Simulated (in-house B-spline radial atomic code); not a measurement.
**Mo⁺: a test of the number of DIIS vectors**

Aim: see how the result and the number of iterations for Mo⁺ depend on the number of DIIS vectors.

The numbers are computed with in-house B-spline radial atomic code version 1 (non-relativistic PBE, spherical fractional occupations, point nucleus, basis-set limit), except any that are marked as measured or tabulated.

**1. The system**

* element: molybdenum (Z = 42)
* charge: +1
* electrons: 41
* configuration: [Kr] 4d5
* Hamiltonian: non-relativistic
* nucleus: point

Outer shells as boxes (Hund's rule):

[Kr] 4d5
```
[Kr] core
4d [↑ ][↑ ][↑ ][↑ ][↑ ]
```

The boxes only draw the filling; these runs are spin-restricted and spherical.

A run counts as converged when the orbital gradient is under the tolerance times 42 hartree (or under the basis's noise floor) and the energy moved by less than 1e-8 hartree times the root of its size. Energy differences under 1e-05 hartree are noise.

**2. Reference run with standard settings**

Settings, as recorded:

```ini
Z = 42
electrons = 41.0
configuration = [Kr] 4d5
hamiltonian = nr
method = pbe,pbe
spin_polarised = False
knot_spacing = 0.22
spline_order = 8
gauss_points = 12
box_radius = 35.29
max_iterations = 70
damping = 0.5
damped_steps = 3
diis_vectors = 10
tolerance = 1e-08
start = Thomas-Fermi
```

On the command line:

```console
$ python run_scf.py task.json out
```

One command runs all members of the session, one after another, from task.json.

**3. Number of DIIS vectors 0**

Settings: those of step 2 with these lines changed.

```diff
@@ -13,3 +13,3 @@
 damped_steps = 3
-diis_vectors = 10
+diis_vectors = 0
 tolerance = 1e-08
```

**4. Number of DIIS vectors 1**

Settings: those of step 3 with these lines changed.

```diff
@@ -13,3 +13,3 @@
 damped_steps = 3
-diis_vectors = 0
+diis_vectors = 1
 tolerance = 1e-08
```

**5. Number of DIIS vectors 2**

Settings: those of step 4 with these lines changed.

```diff
@@ -13,3 +13,3 @@
 damped_steps = 3
-diis_vectors = 1
+diis_vectors = 2
 tolerance = 1e-08
```

**6. Number of DIIS vectors 4**

Settings: those of step 5 with these lines changed.

```diff
@@ -13,3 +13,3 @@
 damped_steps = 3
-diis_vectors = 2
+diis_vectors = 4
 tolerance = 1e-08
```

**7. Number of DIIS vectors 20**

Settings: those of step 6 with these lines changed.

```diff
@@ -13,3 +13,3 @@
 damped_steps = 3
-diis_vectors = 4
+diis_vectors = 20
 tolerance = 1e-08
```

Before running: Which of these runs converge to the reference energy, which miss it and by about how much, and which fail?

The runs gave:

| run | outcome | iterations | energy less the reference (hartree) |
| --- | --- | --- | --- |
| reference | converged | 10 | 0 |
| number of DIIS vectors 0 | converged | 18 | below noise |
| number of DIIS vectors 1 | not converged | 70 | - |
| number of DIIS vectors 2 | converged | 16 | below noise |
| number of DIIS vectors 4 | converged | 10 | below noise |
| number of DIIS vectors 20 | converged | 10 | below noise |

Of 5 changed inputs, 4 gave the reference energy within 1e-05 hartree and 1 did not converge. Among the runs that reach the reference energy the iterations number 10 to 18, against 10: this setting changes the number of steps, not the answer.
